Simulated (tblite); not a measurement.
# C4H10GeOSi: the cost of one run

Computed with tblite 0.8.0 and PySCF 2.14.0, with density-fitted response routines of our own, on a single molecule in the gas phase. Atoms are numbered from 0 throughout.

## 1. The starting structure

17 atoms, charge 0, multiplicity 1; geometry from: force field or distance geometry start.

Bonds of the start (Å): Si0–O1 1.74, O1–Ge2 1.73, Ge2–C3 1.97, C3–C4 1.48, C4–C5 1.28, C5–C6 1.48, C6–Ge2 1.96, Si0–H7 1.45, Si0–H8 1.46, Si0–H9 1.48, Ge2–H10 1.53, C3–H11 1.10, C3–H12 1.12, C4–H13 1.12, C5–H14 1.14, C6–H15 1.10, C6–H16 1.11.

## 2. Relaxing the molecule with GFN2-xTB

Job settings and geometry (Å):

```
{"job": {"kind": "relax", "xc": "GFN2-xTB", "basis": "xTB"}, "charge": 0, "multiplicity": 1}
Si     2.978900    -0.540100    -0.425800
O      1.499200    -0.174500     0.417700
Ge     0.118800     0.006500    -0.606500
C     -1.365700    -1.172100    -0.061100
C     -1.902300    -0.331300     1.031700
C     -1.693000     0.931300     1.023300
C     -0.905300     1.578700    -0.043000
H      2.936200    -1.890100    -0.942500
H      3.284200     0.489300    -1.420000
H      4.031800    -0.438300     0.603800
H      0.364500    -0.052200    -2.118400
H     -2.036900    -1.303500    -0.925900
H     -0.954000    -2.129900     0.340700
H     -2.499900    -0.824800     1.842900
H     -2.103700     1.597800     1.857500
H     -1.512800     1.873800    -0.906900
H     -0.247000     2.391400     0.322300
```

Run with:

```sh
$ OMP_NUM_THREADS=1 python probes_run.py task.json out
```

This one command runs all jobs of the session in turn.

**Question.** How long does this first job take on 1 thread of Arm Neoverse N1, shared host?

About 2 s.
